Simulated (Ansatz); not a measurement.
# CH₉BN₂Si: one species, many methods

The task here is to estimate one member of a computed series from the others.

Method: functionals in def2-TZVPP, the program's frozen cores in correlated methods; program: Ansatz 0.2.0, Gaussian basis.

Levels to be run: PBE-D4, r2SCAN-D4, PBE0-D4, B3LYP-D4, ωB97X-V, ωB97M-V, B2PLYP; CCSD(T)/def2-TZVPP; MP2/def2-QZVPP; extrapolation to the limit.

## The relaxed structure

An earlier PBE0-D4 in a triple-zeta def2 set relaxation fixed the geometry.

14 atoms, charge 0, spin multiplicity 1.

Atoms are counted from 1 here; the program's logs count them from 0.

Bond lengths: B1–Si2 1.948 Å, B1–N3 1.626 Å, B1–H6 1.198 Å, B1–H7 1.200 Å, Si2–N3 1.890 Å, Si2–N4 1.701 Å, Si2–H8 1.488 Å, N3–H9 1.010 Å, N3–H10 1.010 Å, N4–C5 1.446 Å, N4–H11 1.007 Å, C5–H12 1.097 Å, C5–H13 1.092 Å, C5–H14 1.094 Å. Angles: Si2–B1–N3 63.1°, Si2–B1–H6 118.8°, Si2–B1–H7 117.0°, N3–B1–H6 113.0°, N3–B1–H7 112.2°, H6–B1–H7 119.1°, B1–Si2–N3 50.1°, B1–Si2–N4 125.6°, B1–Si2–H8 126.3°, N3–Si2–N4 113.7°, N3–Si2–H8 103.0°, N4–Si2–H8 107.2°, B1–N3–Si2 66.8°, B1–N3–H9 116.2°, B1–N3–H10 117.2°, Si2–N3–H9 119.0°, Si2–N3–H10 120.8°, H9–N3–H10 110.5° and more.

The first run:

The input, in.yaml:

```yaml
crystal:
  periodic: [false, false, false]
  atoms:
    - {symbol: B, position_ang: [-1.341194, 1.476635, 1.015294]}
    - {symbol: Si, position_ang: [-0.845361, -0.058840, -0.076774]}
    - {symbol: N, position_ang: [-0.200434, 1.717698, -0.118308]}
    - {symbol: N, position_ang: [0.345750, -1.209234, 0.313548]}
    - {symbol: C, position_ang: [1.251492, -1.880020, -0.591812]}
    - {symbol: H, position_ang: [-2.367144, 2.047475, 0.776082]}
    - {symbol: H, position_ang: [-0.891954, 1.523070, 2.127479]}
    - {symbol: H, position_ang: [-1.245144, -0.301625, -1.488847]}
    - {symbol: H, position_ang: [0.731696, 1.908784, 0.220755]}
    - {symbol: H, position_ang: [-0.432523, 2.334984, -0.883486]}
    - {symbol: H, position_ang: [0.512694, -1.398644, 1.288391]}
    - {symbol: H, position_ang: [2.276385, -1.493770, -0.530492]}
    - {symbol: H, position_ang: [0.908667, -1.738005, -1.619007]}
    - {symbol: H, position_ang: [1.283970, -2.957705, -0.403925]}
basis:
  gaussian: {orbitals: def2-TZVPP}
hamiltonian: {xc: pbe, dispersion: d4}
output: {forces: true, orbitals: {seedname: orbitals}}
```

On the command line:

```
ansatz run in.yaml --threads 4 --pin off --events-out ev --progress --plain --max-ram 10444MiB
```

Steps of the session up to this table: PBE-D4 (GGA); r2SCAN-D4 (meta-GGA); PBE0-D4 (hybrid); B3LYP-D4 (hybrid); ωB97X-V (range-separated); ωB97M-V (range-separated); B2PLYP (double hybrid); CCSD(T) in def2-TZVPP; MP2 in def2-QZVPP.

One table of the session follows, with a row left open; its other results are not shown here.

It belongs to the step «Atomisation energies». 

| method | atomisation energy (kcal/mol) |
| --- | --- |
| PBE-D4 | ? |
| r2SCAN-D4 | 1173.5 |
| PBE0-D4 | 1176.1 |
| B3LYP-D4 | 1179.6 |
| ωB97X-V | 1180.3 |
| ωB97M-V | 1180.6 |
| B2PLYP | 1162.3 |
| HF/def2-TZVPP | 839.7 |
| MP2/def2-TZVPP | 1148.5 |
| CCSD/def2-TZVPP | 1123.2 |
| CCSD(T)/def2-TZVPP | 1139.1 |
| MP2/CBS | 1180.5 |
| CCSD(T)/CBS | 1171.1 |

Estimate the missing values for PBE-D4.

The run gave: atomisation energy (kcal/mol): 1194.5. In the column «atomisation energy (kcal/mol)» it is the highest.
